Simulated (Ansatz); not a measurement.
**ClHO2SW: a ladder of functionals and wavefunction methods**

An exercise on one series of results from a longer session: the logs are not shown, and one member is left open.

Computed with Ansatz 0.2.0, Gaussian basis. Level: functionals in def2-TZVPP, the program's frozen cores in correlated methods.

Levels to be run: LDA (SPW92), PBE-D4, revPBE-D4, BLYP-D4, r2SCAN-D4, B97M-V, PBE0-D4, B3LYP-D4, r2SCANh-D4, r2SCAN0-D4, HSE06-D4, BHLYP-D4, CAM-B3LYP-D4, LC-ωPBE, ωB97X-V, ωB97M-V, B2PLYP, PBE-QIDH; CCSD(T)/def2-SVP; CCSD(T)/def2-TZVPP; MP2/def2-QZVPP; extrapolation to the limit; RPA on PBE.

## The geometry

All runs share one geometry, relaxed beforehand with PBE0-D4 in a triple-zeta def2 set. W takes the def2 core potential; no spin-orbit term is included.

SMILES `[O]=[W]([OH])(=[S])[Cl]`, 6 atoms, charge 0, spin multiplicity 1.

Atoms are counted from 1 here; the program's logs count them from 0.

Bond lengths: O1–W2 1.692 Å, W2–O3 1.866 Å, W2–S4 2.126 Å, W2–Cl5 2.258 Å, O3–H6 0.961 Å. Angles: O1–W2–O3 108.0°, O1–W2–S4 108.8°, O1–W2–Cl5 109.0°, O3–W2–S4 110.0°, O3–W2–Cl5 111.6°, S4–W2–Cl5 109.4°, W2–O3–H6 125.0°.

Set-up of the first run:

File in.yaml:

```yaml
crystal:
  periodic: [false, false, false]
  atoms:
    - {symbol: O, position_ang: [-1.042897, -1.687038, -0.138138]}
    - {symbol: W, position_ang: [-0.069710, -0.309287, -0.274955]}
    - {symbol: O, position_ang: [-0.513535, 0.850387, 1.117513]}
    - {symbol: S, position_ang: [1.968443, -0.893127, -0.113147]}
    - {symbol: Cl, position_ang: [-0.420347, 0.642008, -2.293026]}
    - {symbol: H, position_ang: [0.120045, 1.332956, 1.655653]}
basis:
  gaussian: {orbitals: def2-TZVPP}
hamiltonian: {xc: lda}
output: {orbitals: {seedname: orbitals}}
```

Among the steps run: LDA; PBE-D4 (GGA); revPBE-D4 (GGA); BLYP-D4 (GGA); r2SCAN-D4 (meta-GGA); B97M-V (meta-GGA); PBE0-D4 (hybrid); B3LYP-D4 (hybrid); r2SCANh-D4 (hybrid); r2SCAN0-D4 (hybrid); HSE06-D4 (hybrid); BHLYP-D4 (hybrid); CAM-B3LYP-D4 (range-separated); LC-ωPBE-D4 (range-separated; the results give it without D4); ωB97X-V (range-separated); ωB97M-V (range-separated); B2PLYP (double hybrid); PBE-QIDH (double hybrid).

One table of the session follows, with a row left open; its other results are not shown here.

It belongs to the step «Frontier levels by functional». 

```
  functional  HOMO (eV)  LUMO (eV)  gap (eV)
 LDA (SPW92)      -6.93      -3.65      3.28
      PBE-D4      -6.75      -3.45      3.30
   revPBE-D4      -6.69      -3.38      3.31
     BLYP-D4      -6.58      -3.32      3.27
   r2SCAN-D4      -7.07      -3.43      3.64
      B97M-V      -7.10      -3.34      3.76
     PBE0-D4      -8.01      -2.78      5.23
    B3LYP-D4      -7.75      -2.95      4.80
  r2SCANh-D4      -7.53      -3.17      4.36
  r2SCAN0-D4      -8.21      -2.77      5.45
    HSE06-D4          ?          ?         ?
    BHLYP-D4      -9.10      -1.94      7.16
CAM-B3LYP-D4      -9.28      -1.73      7.54
     LC-ωPBE     -10.60      -0.70      9.90
     ωB97X-V     -10.26      -0.74      9.52
     ωB97M-V     -10.11      -0.75      9.35
```

**Question.** Estimate the row for HSE06-D4.

As computed: HOMO (eV): -7.61; LUMO (eV): -3.15; gap (eV): 4.46. In the column «HOMO (eV)» it lies between B3LYP-D4 (-7.75) and r2SCANh-D4 (-7.53).
